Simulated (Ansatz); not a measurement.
This script for Ansatz 0.2.0 through its Python package starts 5 runs on H2O2Sn, SMILES [OH][Sn][OH]. What input does the engine get in each?

`h2o2sn_methods.py`:
```python
'''One geometry of H2O2Sn, method by method.'''

from pathlib import Path

import ansatz as az
import numpy as np

geometry_ang = [
    ('O', (-1.1523, 0.0572, -0.8507)),
    ('Sn', (-0.1897, -0.6185, 0.6793)),
    ('O', (1.7016, -0.1763, 0.4535)),
    ('H', (-2.067, -0.1368, -0.682)),
    ('H', (1.7572, 0.8008, 0.3585)),
]
h2o2sn = az.Crystal.molecule()
for symbol, xyz in geometry_ang:
    h2o2sn = h2o2sn.atom(symbol, xyz)

base = h2o2sn.calculation().basis(gaussian='def2-SVP')

print('functional    E (Ha)        dipole (D)   HOMO (eV)  LUMO (eV)')
for name in ['lda', 'r2scan', 'r2scan0', 'cam_b3lyp', 'revpbe']:
    r = base.functional(name).forces().orbitals().run(runs_dir='runs').report
    lines = Path(r['orbitals_path']).read_text().splitlines()
    field_of = lambda key: [line.split('=')[1].strip() for line in lines if line.startswith(key)]
    orbitals = [(27.211386 * float(e), s, float(n)) for e, s, n in zip(field_of('Ene='), field_of('Spin='), field_of('Occup='))]
    homo = max(e for e, _, n in orbitals if n > 0.5)
    lumo = min(e for e, _, n in orbitals if n < 0.5)
    dipole = 4.803205 * np.linalg.norm(r['charge_distribution']['dipole_moment_e_ang'])
    print(f'{name:10s} {r["free_energy_ev"] / 27.211386246:14.6f} {dipole:9.3f} {homo:11.3f} {lumo:10.3f}')
```

Run 1:
```yaml
crystal:
  periodic: [false, false, false]
  atoms:
    - { symbol: O, position_ang: [-1.1523, 0.0572, -0.8507] }
    - { symbol: Sn, position_ang: [-0.1897, -0.6185, 0.6793] }
    - { symbol: O, position_ang: [1.7016, -0.1763, 0.4535] }
    - { symbol: H, position_ang: [-2.067, -0.1368, -0.682] }
    - { symbol: H, position_ang: [1.7572, 0.8008, 0.3585] }
basis:
  gaussian:
    orbitals: def2-SVP
hamiltonian:
  xc: lda
output:
  orbitals: {}
  forces: true
```

Run 2, against run 1:
```diff
-  xc: lda
+  xc: r2scan
```

Run 3, against run 1:
```diff
-  xc: lda
+  xc: r2scan0
```

Run 4, against run 1:
```diff
-  xc: lda
+  xc: cam_b3lyp
```

Run 5, against run 1:
```diff
-  xc: lda
+  xc: revpbe
```

```console
$ python h2o2sn_methods.py
functional    E (Ha)        dipole (D)   HOMO (eV)  LUMO (eV)
lda           -364.435557     2.160      -5.777     -2.735
r2scan        -365.858022     2.199      -5.899     -2.494
r2scan0       -365.801042     2.324      -7.005     -1.863
cam_b3lyp     -365.785837     2.300      -8.050     -0.907
revpbe        -365.853344     2.095      -5.522     -2.442
```

Total energies depend on the basis set; only differences at equal settings carry meaning. The geometry is a force-field or estimated start, not a minimum of this method, and the basis set is short of its limit. A lower total doesn't mark the better method: functionals have no common bound, and MP2 and coupled cluster aren't variational. def2 sets replace the cores of elements past krypton by effective core potentials. Levels such as HOMO and LUMO are orbital energies: with these approximate functionals they aren't the ionisation energy and electron affinity, and their gap isn't the fundamental gap. The whole script took 11 s on 1 thread of Arm Neoverse V2, on a shared host, peak memory 0.2 GiB.
